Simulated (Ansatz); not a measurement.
# Ge2Sb2Te5 (Cm) in Ansatz: notebook

The runs below take Ge2Sb2Te5 through single point, relaxation of cell and atoms, with PBE.

Everything below comes from runs of Ansatz 0.2.0. Logs are shortened: lines on timing, memory, paths and dates and some standing lists are left out, and cuts for length are marked.

## Step 1: The structure

It takes space group Cm (No. 8, monoclinic). Conventional cell: a = 13.678 Å, b = 6.132 Å, c = 9.672 Å, α = 90.00°, β = 134.93°, γ = 90.00°. Te (site symmetry m) has 2 Ge at 2.85 to 3.19 Å and 3 Sb at 3.07 to 3.14 Å as nearest neighbours. Te (site symmetry m) is surrounded by 2 Sb at 2.95 to 3.20 Å and 3 Ge at 3.07 to 3.08 Å. Te (site symmetry m) has 3 Ge at 2.82 to 3.07 Å and 2 Sb at 3.14 to 3.19 Å as nearest neighbours. Te (site symmetry m) is surrounded by 2 Ge at 2.95 to 3.00 Å and 2 Sb at 3.02 to 3.06 Å. Around Te (site symmetry m) lie 3 Sb at 2.98 to 3.07 Å and 2 Ge at 3.05 to 3.20 Å. Around Sb (site symmetry m) lie 6 Te at 2.95 to 3.19 Å. Sb (site symmetry m) has 6 Te at 2.98 to 3.20 Å as nearest neighbours. Around Ge (site symmetry m) lie 6 Te at 2.82 to 3.19 Å.

The cell comes from a database or a generator and needn't be the stable form of this composition.

## Step 2: Single point, PBE

Input file input.yaml:

```yaml
crystal:
  lattice:
    - [6.839136, -3.066006, 0.0]
    - [6.839136, 3.066006, 0.0]
    - [-6.830977, 0.0, 6.847609]
  atoms:
    - { symbol: Te, position: [0.594702, 0.594702, 0.386433] }
    - { symbol: Te, position: [0.795288, 0.795288, 0.196112] }
    - { symbol: Te, position: [0.008324, 0.008324, 0.006435] }
    - { symbol: Te, position: [0.206519, 0.206519, 0.809803] }
    - { symbol: Te, position: [0.399959, 0.399959, 0.597118] }
    - { symbol: Sb, position: [0.901708, 0.901708, 0.587873] }
    - { symbol: Sb, position: [0.11187, 0.11187, 0.417352] }
    - { symbol: Ge, position: [0.284287, 0.284287, 0.18783] }
    - { symbol: Ge, position: [0.497343, 0.497343, 0.011044] }
hamiltonian:
  xc: pbe
  pseudopotentials: { kind: paw }
kpoints:
  mp_grid: { grid: [4, 4, 3] }
scf:
  occupations: { method: fermi_dirac, width: 0.05 }
output:
  forces: true
  stress: true
  eigenvalues: true
  write_density: true
  write_potential: true
  elf: true
  volumetric_format: npy
```

Potentials or basis: Ansatz PAW.

Launch:

```
ansatz run input.yaml --threads 4 --pin off --max-ram 11264MiB --backend cpu --events-out ev --progress --plain --runs-dir out
```

Standard output:

```text
Warning: RAYON_NUM_THREADS=4 ignored (pool sized by the plan → 4); use --threads N
Engine: ansatz 0.2.0, aarch64-unknown-linux-gnu
Pseudopotentials: kind: paw
Pseudopotential: Te, paw, valence charge 16, recommended cutoff 420 eV (normal), Te.paw.azcp
Pseudopotential: Sb, paw, valence charge 15, recommended cutoff 420 eV (normal), Sb.paw.azcp
Pseudopotential: Ge, paw, valence charge 14, recommended cutoff 420 eV (normal), Ge.paw.azcp
Functional definition: PBE
  parameter kappa = 0.804
  parameter beta = 0.06672455060314922
  exchange = pbe_x(kappa = kappa, mu = beta*pi^2/3)
  correlation = pbe_c(beta = beta)
Crystal: 9 atoms, lattice volume = 287.173 Å³
Basis set: ecut = 420 eV, 5631 PW (Γ), exchange–correlation on 108×108×144 points (8 copies of the dense FFT grid, shifted against one another)
Bands: 83, of which v1, the nominal top of the filled ones, is band 69 counted from 1 (68 counted from 0)
Symmetry: 2 space group operations
Space group: Cm (ITA 8), of the structure as read, at distance tolerance 6.6e-5 Å
k-points: 17 of 48 (time reversal used)
Non-local potential: Te, projectors of the file, l = 0: 2, l = 1: 2, l = 2: 2, l = 3: 2
Non-local potential: Sb, projectors of the file, l = 0: 2, l = 1: 2, l = 2: 2, l = 3: 2
Non-local potential: Ge, projectors of the file, l = 0: 2, l = 1: 2, l = 2: 3, l = 3: 1
PAW form: soft (Blöchl's): semilocal exchange-correlation on the pseudo side does not see the compensation charge
PAW one-centre angular grid: Te, 590 points (default); XC on 64 Gauss nodes
PAW one-centre angular grid: Sb, 590 points (default); XC on 64 Gauss nodes
PAW one-centre angular grid: Ge, 590 points (default); XC on 64 Gauss nodes
Initial density: superposition of atomic densities (neutral atoms: chi_scale 0, normalization atom), corrected by the library's trained network
Initial wavefunctions: pseudopotential atomic-orbital guess
Functional: x = pbe(κ = 0.804, μ = 0.2195149727645171), c = pbe(β = 0.06672455060314922)
SCF iter   1: F=—  HF=-56459.302048 eV  |F-HF|=—  |Δ(HF+E_count)|=         —  Δρ=1.68e-3  dr2=2.15e-2  ethr=1.77e-3  ⟨swp⟩=6.3  Hψ=5347  notcnv=0  defer=17
preconditioner: auto → Kerker (q_TF=auto, 2.415 Å⁻¹)  [metal: Δε(μ)=0.090 eV  Ē_g=8.195 eV  σ=0.050 eV  W_gap=0.42  n_scr=62 (ndim 8)  ℏωp=15.2 eV  f_vac=0.052  D(μ)=1.07/eV (n_scr^D=0)]
SCF iter   2: F=—  HF=-56459.294986 eV  |F-HF|=—  |Δ(HF+E_count)|=   7.06e-3  Δρ=9.90e-4  dr2=7.53e-3  ethr=1.56e-5  ⟨swp⟩=2.5  Hψ=2623  notcnv=0  defer=49
SCF iter   3: F=—  HF=-56459.294235 eV  |F-HF|=—  |Δ(HF+E_count)|=   7.51e-4  Δρ=3.49e-4  dr2=4.73e-4  ethr=5.46e-6  ⟨swp⟩=3.0  Hψ=2507  notcnv=0  defer=49
SCF iter   4: F=—  HF=-56459.294037 eV  |F-HF|=—  |Δ(HF+E_count)|=   1.98e-4  Δρ=1.63e-4  dr2=1.26e-4  ethr=3.43e-7  ⟨swp⟩=2.0  Hψ=2063  notcnv=0  defer=49
SCF iter   5: F=—  HF=-56459.294031 eV  |F-HF|=—  |Δ(HF+E_count)|=   6.51e-6  Δρ=7.33e-5  dr2=3.00e-5  ethr=9.15e-8  ⟨swp⟩=2.0  Hψ=2495  notcnv=0  defer=49
SCF iter   6: F=—  HF=-56459.294094 eV  |F-HF|=—  |Δ(HF+E_count)|=   6.35e-5  Δρ=3.98e-5  dr2=1.01e-5  ethr=2.18e-8  ⟨swp⟩=2.0  Hψ=1899  notcnv=0  defer=49
SCF iter   7: F=—  HF=-56459.294095 eV  |F-HF|=—  |Δ(HF+E_count)|=   8.86e-7  Δρ=1.37e-5  dr2=2.48e-6  ethr=7.29e-9  ⟨swp⟩=2.0  Hψ=1900  notcnv=0  defer=49
SCF iter   8: F=—  HF=-56459.294096 eV  |F-HF|=—  |Δ(HF+E_count)|=   1.06e-6  Δρ=7.45e-6  dr2=5.06e-7  ethr=1.79e-9  ⟨swp⟩=2.0  Hψ=1664  notcnv=0  defer=49
SCF iter   9: F=-56459.294096 eV  HF=-56459.294096 eV  |F-HF|=7.00e-9  |Δ(HF+E_count)|=   2.63e-7  Δρ=3.36e-6  dr2=7.12e-8  ethr=7.25e-11  ⟨swp⟩=14.4  Hψ=11224  notcnv=0
SCF 1 converged in 9 iterations: F = -56459.294096 eV  dr2 = 7.12e-8
SCF converged after 9 iterations
Free energy (F): -56459.294096 eV
Harris-Foulkes:  -56459.294096 eV  (|F-HF|=7.00e-9)
Internal energy: -56459.282464 eV  (E = F + TS)
E sigma→0 (E₀):  -56459.288280 eV
Entropy (-TS):   -0.011632 eV (-1.292 meV/atom)
Fermi energy:    8.091902 eV
--- Per-component energies (eV) ---
  E_band       = -2036.841193
  E_kinetic    = 1529.418804
  E_local      = -15141.882713  (includes V_loc(G=0)·N_el)
  E_nonlocal   = -1.226111
  E_hartree    = 7953.018017
  E_xc         = -1046.459558
  E_vxc        = -837.704796  (∫ρ·V_xc dr)
  E_paw        = -36489.567605  (= ΣΔE_a)
  E_vpaw       = -3491.478943  (= ΣTr[D̂ρ^β])
  E_aug_tail   = -0.000378  (compensation charges beyond the density's cutoff)
  E_ewald      = -13262.582920
  E_smearing   = -0.011632  (= −TS)
  E_closure    = -0.000000  (closes the sum)
  Σ components = -56459.294096   (vs F -56459.294096, Δ=0.00e0)
--- Forces (eV/Å), atoms counted from 1 ---
  atom   1  Te     0.03249070     0.00000000     0.02725162
  atom   2  Te     0.05499431     0.00000000    -0.02011503
  atom   3  Te    -0.00691939     0.00000000    -0.01542957
  atom   4  Te     0.04608115     0.00000000    -0.02892505
  atom   5  Te     0.04575738     0.00000000    -0.04203914
  atom   6  Sb     0.01245498     0.00000000    -0.07658977
  atom   7  Sb     0.02104212     0.00000000     0.06415855
  atom   8  Ge    -0.15660907     0.00000000     0.02406873
  atom   9  Ge    -0.04929087     0.00000000     0.06761937
  max |Σ_I F_I| component: 1.29e-6 eV/Å
--- Stress (GPa, compression-positive) ---
       -0.187687       0.000000      -0.102707
        0.000000      -0.109494       0.000000
       -0.102706       0.000000      -0.132356
  P = ⅓ Tr σ = -0.1432 GPa (-1.432 kbar)
--- Band table (eV; the first three rows and the last of 17) ---
  k-point 0: bands = ["-28.6457", "-28.6311", "-28.6069", "-28.5919", "-28.5785", "-28.5600", "-28.5591", "-28.5502", "-28.5304", "-28.5272", "-28.5139", "-28.5115", "-28.5084", "-28.5029", "-28.5023", "-28.4424", "-28.4400", "-28.4116", "-28.4077", "-28.4031", "-28.2568", "-28.2524", "-28.0932", "-28.0900", "-28.0422", "-21.3161", "-21.3123", "-21.3099", "-21.3040", "-21.3026", "-21.3000", "-21.2996", "-21.2985", "-21.2925", "-21.2906", "-16.5859", "-16.5830", "-16.5802", "-16.5757", "-16.5704", "-16.5661", "-16.5636", "-16.5604", "-16.5591", "-16.5559", "-4.6148", "-2.8232", "-2.7077", "-2.5757", "-2.3384", "-0.9499", "-0.4213", "0.1948", "2.2267", "3.3530", "3.7650", "3.7921", "3.8525", "4.1929", "4.4945", "4.5767", "5.4178", "6.4052", "6.5903", "6.6220", "7.2425", "7.5483", "7.6274", "7.6371", "9.0934", "9.3891", "10.4782", "10.5198", "11.5049", "11.8725", "12.0949", "12.1831", "12.7051", "12.8247", "12.8779", "12.9653", "13.2373", "13.2968"]
  k-point 1: bands = ["-28.6457", "-28.6311", "-28.6069", "-28.5920", "-28.5785", "-28.5600", "-28.5591", "-28.5502", "-28.5304", "-28.5272", "-28.5139", "-28.5115", "-28.5084", "-28.5029", "-28.5023", "-28.4424", "-28.4400", "-28.4116", "-28.4077", "-28.4031", "-28.2568", "-28.2524", "-28.0932", "-28.0900", "-28.0422", "-21.3161", "-21.3123", "-21.3099", "-21.3040", "-21.3026", "-21.3000", "-21.2996", "-21.2986", "-21.2925", "-21.2906", "-16.5859", "-16.5830", "-16.5802", "-16.5757", "-16.5704", "-16.5661", "-16.5636", "-16.5604", "-16.5591", "-16.5559", "-4.3925", "-3.4099", "-2.7334", "-2.5292", "-2.3466", "-0.8296", "0.0300", "0.5363", "1.7428", "3.0885", "3.1353", "3.7322", "3.8399", "4.6253", "5.0622", "5.5183", "5.5868", "5.7876", "6.4133", "6.5338", "7.0608", "7.3696", "7.4162", "7.8164", "9.3152", "9.5494", "10.0638", "10.4626", "10.8852", "11.1052", "11.6231", "11.8120", "12.4805", "12.6424", "12.9619", "13.1279", "13.1430", "13.5159"]
  k-point 2: bands = ["-28.6455", "-28.6311", "-28.6069", "-28.5918", "-28.5785", "-28.5600", "-28.5591", "-28.5502", "-28.5304", "-28.5272", "-28.5139", "-28.5115", "-28.5084", "-28.5029", "-28.5023", "-28.4423", "-28.4400", "-28.4116", "-28.4077", "-28.4031", "-28.2568", "-28.2524", "-28.0932", "-28.0900", "-28.0422", "-21.3164", "-21.3123", "-21.3101", "-21.3040", "-21.3029", "-21.3002", "-21.2995", "-21.2985", "-21.2925", "-21.2906", "-16.5859", "-16.5830", "-16.5802", "-16.5757", "-16.5705", "-16.5662", "-16.5636", "-16.5604", "-16.5591", "-16.5559", "-4.3456", "-2.9024", "-2.7676", "-2.6969", "-2.3775", "-1.2231", "-0.6191", "0.0111", "1.5549", "3.5293", "4.0264", "4.3184", "4.5932", "4.9780", "5.1492", "5.4075", "5.8459", "6.0159", "6.3268", "6.5915", "6.8328", "7.1484", "7.6974", "7.8420", "9.2546", "9.4186", "9.6683", "10.3173", "10.7126", "10.8686", "11.1370", "11.2837", "11.8773", "11.9166", "12.3164", "12.7841", "13.0827", "13.2894"]
  k-point 16: bands = ["-28.6457", "-28.6311", "-28.6069", "-28.5919", "-28.5785", "-28.5600", "-28.5591", "-28.5502", "-28.5304", "-28.5272", "-28.5139", "-28.5114", "-28.5084", "-28.5029", "-28.5023", "-28.4424", "-28.4400", "-28.4116", "-28.4077", "-28.4031", "-28.2568", "-28.2524", "-28.0932", "-28.0900", "-28.0422", "-21.3164", "-21.3124", "-21.3095", "-21.3039", "-21.3026", "-21.3000", "-21.2999", "-21.2986", "-21.2924", "-21.2905", "-16.5861", "-16.5829", "-16.5802", "-16.5757", "-16.5704", "-16.5661", "-16.5635", "-16.5604", "-16.5591", "-16.5558", "-4.1610", "-3.6777", "-2.8353", "-2.5569", "-2.4356", "-0.5802", "0.0530", "0.8665", "1.4021", "2.9442", "3.2486", "3.9959", "4.4324", "4.5969", "4.6461", "5.3412", "5.5395", "5.6454", "6.0716", "6.7387", "7.1767", "7.2992", "7.4681", "7.8908", "8.7379", "9.2160", "10.2097", "10.7356", "11.0075", "11.4138", "11.7157", "11.9933", "12.1820", "12.3433", "12.4592", "12.8760", "13.0390", "13.2304"]
```

Wall time 18 s (4 threads of Arm Neoverse V1, shared host); peak memory 1.1 GiB.

Results:

```yaml
Free_energy: -56459.2941 eV
Pressure: -0.1 GPa
Largest_force: 0.158 eV/Å
Band_gap_on_the_k_mesh: 0.06 eV, direct
```

Forces on the atoms (eV/Å):
```
Te   0.032  0.000  0.027
Te   0.055  0.000 -0.020
Te  -0.007  0.000 -0.015
Te   0.046  0.000 -0.029
Te   0.046  0.000 -0.042
Sb   0.012  0.000 -0.077
Sb   0.021  0.000  0.064
Ge  -0.157  0.000  0.024
Ge  -0.049  0.000  0.068
```

Stress tensor (GPa, compression positive):
```
-0.19  0.00 -0.10
 0.00 -0.11  0.00
-0.10  0.00 -0.13
```

Levels at points of the mesh, in eV from the valence-band top:
```tsv
k point	band 67	band 68	band 69	band 70	band 71	band 72
(0.00, 0.00, 0.00)	-0.50	-0.42	-0.41	1.05	1.35	2.43
(0.00, -0.50, 0.00)	-0.69	-0.54	0.00	0.06	0.58	0.70
(-0.50, -0.50, 0.00)	-0.83	-0.81	-0.79	2.15	2.64	2.82
```

Caveat: odd divisions of the mesh miss points on the zone boundary, where band edges often lie, so the gap on the mesh can be too wide; spin-orbit coupling is left out, which moves the levels of the heavy elements.

(Part 1 of 2 ends here.)
